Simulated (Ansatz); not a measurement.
# EuHg2: the cost of one run

Computed with Ansatz 0.2.0 (DFT, LDA, PAW with Ansatz's default frozen-core files, scalar-relativistic, unless a step's input says otherwise).

### 1 The structure to begin with

Symmetry: P6/mmm, No. 191, hexagonal system. The conventional cell has a = 4.970 Å, b = 4.970 Å, c = 3.705 Å, α = 90.00°, β = 90.00°, γ = 120.00°. Around Eu (site symmetry 6/mmm) lie 12 Hg at 3.42 Å and 2 Eu at 3.71 Å. Hg (site symmetry -6m2) is surrounded by 3 Hg at 2.87 Å and 6 Eu at 3.42 Å.

Coordinates:

```xyz
3
Lattice="4.9700 0.0000 0.0000 -2.4850 4.3041 0.0000 0.0000 0.0000 3.7050" Properties=species:S:1:pos:R:3 pbc="T T T"
Eu    0.0000    0.0000    0.0000
Hg    0.0000    2.8694    1.8525
Hg    2.4850    1.4347    1.8525
```

Atoms are numbered in the order of the input: Eu1, Hg2, Hg3.

### 2 Free moments from the typed start, PAW

input.yaml

```yaml
crystal:
  lattice:
    - [4.97, 0.0, 0.0]
    - [-2.485, 4.3041462568, 0.0]
    - [0.0, 0.0, 3.705]
  atoms:
    - { symbol: Eu, position: [0.0, 0.0, 0.0], spin: 7.0 }
    - { symbol: Hg, position: [0.3333333333, 0.6666666667, 0.5] }
    - { symbol: Hg, position: [0.6666666667, 0.3333333333, 0.5] }
magnetization:
  spin_polarized: true
kpoints:
  mp_grid: { grid: [6, 6, 7] }
scf:
  occupations: { method: fermi_dirac, width: 0.05 }
hamiltonian:
  xc: lda
  pseudopotentials: { kind: paw }
output:
  forces: true
  stress: true
  eigenvalues: true
  populations: true
  dos: { projected: true, de: 0.1, e_range: [-8, 5] }
  write_density: true
  write_potential: true
  elf: true
  volumetric_format: npy
```

Launch:

```bash
ansatz run input.yaml --threads 2 --pin off --max-ram 6144MiB --backend cpu --events-out ev --progress --plain --runs-dir out
```

**Question.** How long does this run take on 2 threads of Arm Neoverse V2, shared host, and how much memory does it need?

About 7.6 s, with a peak of 0.47 GiB.
